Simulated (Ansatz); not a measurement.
**MoH4: structure and electronic state**

Aim: characterise MoH4 as a triplet: its structure, frontier levels and distribution of charge and spin.

Computed with Ansatz 0.2.0, Gaussian basis. Level: UKS PBE0-D4/def2-TZVP.

Plan: relaxation at r2SCAN-D4/def2-TZVP; a single point at PBE0-D4/def2-TZVP.

1 further run of the same task is left out (it didn't finish).

### Step 1. The starting structure

5 atoms, charge 0, spin multiplicity 3.

Atoms are counted from 1 here; the program's logs count them from 0.

Bond lengths: Mo1–H2 1.673 Å, Mo1–H3 1.673 Å, Mo1–H4 1.673 Å, Mo1–H5 1.673 Å. Angles: H2–Mo1–H3 109.6°, H2–Mo1–H4 109.4°, H2–Mo1–H5 109.4°, H3–Mo1–H4 109.5°, H3–Mo1–H5 109.6°, H4–Mo1–H5 109.4°.

Formally the metal is d2. Mo takes a core potential in the def2 sets. No spin-orbit coupling is included.

The start is a GFN2-xTB geometry.

### Step 2. Optimising with r2SCAN-D4/def2-TZVP

The input, in.yaml:

```yaml
crystal:
  periodic: [false, false, false]
  atoms:
    - {symbol: Mo, position_ang: [0.000960, -0.000350, -0.000090]}
    - {symbol: H, position_ang: [0.009240, -0.016810, 1.672470]}
    - {symbol: H, position_ang: [1.574600, 0.011040, -0.567810]}
    - {symbol: H, position_ang: [-0.795790, 1.368600, -0.538000]}
    - {symbol: H, position_ang: [-0.789010, -1.362480, -0.566580]}
basis:
  gaussian: {orbitals: def2-TZVP}
magnetization: {spin_polarized: true, initial_magnetization: 2}
hamiltonian: {xc: r2scan, dispersion: d4}
scf: {omitted_lower_state_checks: [starts]}
output: {orbitals: {seedname: orbitals}}
relax: {f_tol: 0.02, max_steps: 100}
```

Started as:

```bash
$ ansatz run in.yaml --threads 2 --pin off --events-out ev --progress --plain --max-ram 32768MiB --backend cpu
```

After this run come: Single point, PBE0-D4/def2-TZVP.

Before running them: what should the planned runs give, taken together? Wanted: point group; near neighbours of the metal; HOMO, LUMO at PBE0-D4/def2-TZVP; ⟨S²⟩; charge on the metal; spin on the metal; dipole at r2SCAN-D4/def2-TZVP.

**Answer**, as computed:

| quantity | value |
| --- | --- |
| point group | Td |
| near neighbours of the metal | H 1.69, H 1.69, H 1.69, H 1.69 Å |
| HOMO, LUMO at PBE0-D4/def2-TZVP (over both spins) | -7.29, -2.23 eV |
| ⟨S²⟩ | 2.031 |
| charge on the metal (Mulliken, PBE0-D4/def2-TZVP) | +0.43 e |
| spin on the metal (Mulliken) | 2.42 |
| dipole at r2SCAN-D4/def2-TZVP | 0.00 D |

The molecule keeps its bonding pattern by the stored test; the atoms moved 0.01 Å (rms). Of 2 unpaired electrons, 2.42 sit on the metal by Mulliken's count, more than all: the ligands carry opposite spin. The Mulliken charge of the metal, +0.43 e, depends on the basis and isn't its oxidation state. No usable vibrations, so a minimum isn't proven. The alpha HOMO lies nearest to Mo1 72 %; H3, H4, H5 about 8 % each and the alpha LUMO to Mo1 36 %; 4 H atoms about 16 % each. Whether this spin is the lowest isn't tested here.
